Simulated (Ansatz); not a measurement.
Crystal: CrBr2.

```xyz
3
Lattice="3.7447 -1.8311 0.0000 3.7447 1.8311 0.0000 -0.7268 0.0000 6.4659" Properties=species:S:1:pos:R:3 pbc="T T T"
Br    2.0956    0.0000    4.9579
Br    4.6669    0.0000    1.5080
Cr    0.0000    0.0000    0.0000
```

The cell is a database's computed one.

* Program: Ansatz 0.2.0
* Task: relaxation of cell and atoms
* Functional: PBE
* Potentials or basis: Ansatz PAW
* Cutoff: 420 eV (not typed: the program's choice for these potentials)
* k mesh: 8 × 8 × 4
* Occupations: fermi-dirac, width 0.05 eV
* Spin: collinear spin, ferromagnetic start
* Starting moments: [0.0, 0.0, 3.0] μB

At the start: volume 29.56 Å³/atom.

**Question.** How do energy, volume and symmetry change on relaxing?

**Answer.** It ends after 12 steps and the volume is 32.58 Å³/atom (+10.2 %); space group C2/m (No. 12, to 0.05 Å); moment 4.00 μB per cell.

Step by step:
```csv
step,energy change (eV),largest force (eV/Å),volume (Å³)
1,0.0000,0.1364,88.67
2,-0.0040,0.1097,90.64
3,-0.0076,0.0253,91.15
4,-0.0094,0.0463,93.73
5,-0.0107,0.0260,94.56
6,-0.0109,0.0041,94.95
7,-0.0109,0.0020,95.14
8,-0.0127,0.0018,95.14
9,-0.0130,0.0021,96.07
10,-0.0131,0.0037,97.34
11,-0.0130,0.0014,97.73
12,-0.0134,0.0015,97.73
```

Final structure:
```
Br Cr
1.0
     3.76676   -1.82434   -0.00112
     3.76676    1.82434   -0.00112
    -0.73307    0.00000    7.11109
Br Cr
2 1
Direct
  0.35769 0.35769 0.78926
  0.64231 0.64231 0.21074
  0.00000 0.00000 0.00000
```

Caveat: the plane-wave basis is chosen anew once the cell has moved, so the energies of steps on either side of that aren't comparable; this functional lacks dispersion, which binds the layers, so the pressure and a relaxed spacing across them are unreliable.
